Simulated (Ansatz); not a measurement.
# H3OSn (charge +1): molecular dynamics

The plan is to follow the molecule's vibrations and see whether its bonds hold. The start is relaxed first. Runs: 300 steps of 1 fs under a Nosé-Hoover thermostat at 3000 K. SMILES of the start: [OH][SnH2+].

All numbers below are computed with Ansatz 0.2.0 (UKS r2SCAN/def2-SVP).

1 further run of the same task is left out (it didn't finish).

## (1) The system as given

Bond lengths: O1–Sn2 1.879 Å, O1–H3 0.967 Å, Sn2–H4 1.692 Å, Sn2–H5 1.742 Å. Angles: O1–Sn2–H4 101.6°, O1–Sn2–H5 127.4°, H4–Sn2–H5 131.0°, Sn2–O1–H3 137.5°.

As a file:

```xyz
5

O     0.1270   -1.0509    0.6957
Sn   -0.1714    0.5067   -0.3114
H     0.8754   -1.6186    0.9262
H    -1.8385    0.7222   -0.1206
H     1.0075    1.4406   -1.1899
```

## (2) Preparing the start

Input file input.yaml:

```yaml
crystal:
  periodic: [false, false, false]
  atoms:
    - { symbol: O, position_ang: [0.12697, -1.05088, 0.69572] }
    - { symbol: Sn, position_ang: [-0.17139, 0.50672, -0.3114] }
    - { symbol: H, position_ang: [0.87545, -1.61862, 0.92616] }
    - { symbol: H, position_ang: [-1.83851, 0.72223, -0.12062] }
    - { symbol: H, position_ang: [1.00747, 1.44056, -1.18986] }
total_charge: 1
magnetization:
  spin_polarized: true
basis:
  gaussian: { orbitals: def2-SVP }
hamiltonian:
  xc: r2scan
relax:
  f_tol: 0.02
  max_steps: 40
```

Started as:

```bash
ansatz run input.yaml --threads 1 --pin off --max-ram 2048MiB --backend cpu --events-out ev --progress --plain --runs-dir out
```

Further steps of the session: The run.

Q: Predict the outcome of this session. Wanted: relaxation of the start; temperature, first and last step; temperature, second half; potential energy, second half; largest change of the conserved energy; bonds formed or broken.

The runs gave:

| quantity | value |
| --- | --- |
| relaxation of the start | 5 moves, 0.135 eV lower |
| length | 300 steps of 1 fs |
| temperature, first and last step | 3000 and 3223 K |
| temperature, second half | mean 3011 K, from 1125 to 6446 K |
| potential energy, second half | +326 meV/atom from the start |
| largest change of the conserved energy | 18.73 meV/atom |
| bonds formed or broken | 0 |

Against a set 3000 K the second half averages 3011 K with a spread of 1102 K. A thermostat time of 3 fs is as short as the fastest vibrations or shorter, so the thermostat can drive swings of its own. The conserved energy strays from its start by at most 18.73 meV/atom, 8.1 % of the mean kinetic energy, which is poor: the step of 1 fs is too long for the fastest motion. The bonding pattern survives the run. A run of 300 fs with 5 atoms shows the motion but fixes no equilibrium value. The nuclei move classically, without zero-point motion, which matters most for hydrogen.
